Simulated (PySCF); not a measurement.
# C3H5AlCl2S: the cost of one run

Programs: PySCF 2.14.0, with density-fitted response routines of our own. Each step states its level of theory. These are calculated values for one molecule in the gas phase, unless marked as measured. Atoms are numbered from 0 throughout.

## 1. The starting structure

12 atoms, charge 0, multiplicity 1; geometry from: GFN2-xTB.

Bonds of the start (Å): C0–S1 1.82, S1–C2 1.75, C2–C3 1.34, C3–Al4 1.96, Al4–Cl5 2.03, Al4–Cl6 2.04, C0–H7 1.09, C0–H8 1.09, C0–H9 1.09, C2–H10 1.08, C3–H11 1.09.

## 2. TDDFT and polarisability: CAM-B3LYP/def2-SVPD

What the job is given:

```
{"job": {"kind": "uv", "xc": "CAM-B3LYP", "basis": "def2-SVPD", "nstates": 8, "ntriplets": 3}, "charge": 0, "multiplicity": 1}
C     -2.461499    -0.903785    -0.227300
S     -1.512475    -0.316756     1.208383
C      0.010814     0.062271     0.434021
C      1.090990     0.542472     1.061133
Al     2.716212     0.910013     0.021351
Cl     4.408811     1.636330     0.873900
Cl     2.682105     0.543690    -1.981117
H     -3.444645    -1.181764     0.138954
H     -2.549404    -0.103871    -0.956786
H     -1.967717    -1.769550    -0.659495
H      0.007236    -0.130007    -0.630377
H      1.020770     0.710270     2.132600
```

With the program's defaults for keys left out, this is: TDDFT CAM-B3LYP/def2-SVPD, vertical, gas phase, core orbitals frozen in the response.

Run with:

```console
> OMP_NUM_THREADS=1 python probes_run.py task.json out
```

One launch serves the whole session: the jobs run in the order shown.

**Question.** How long does this job take on 1 thread of Arm Neoverse V2, shared host, and how much memory does it need?

About 43 s, with a peak of 0.93 GiB.
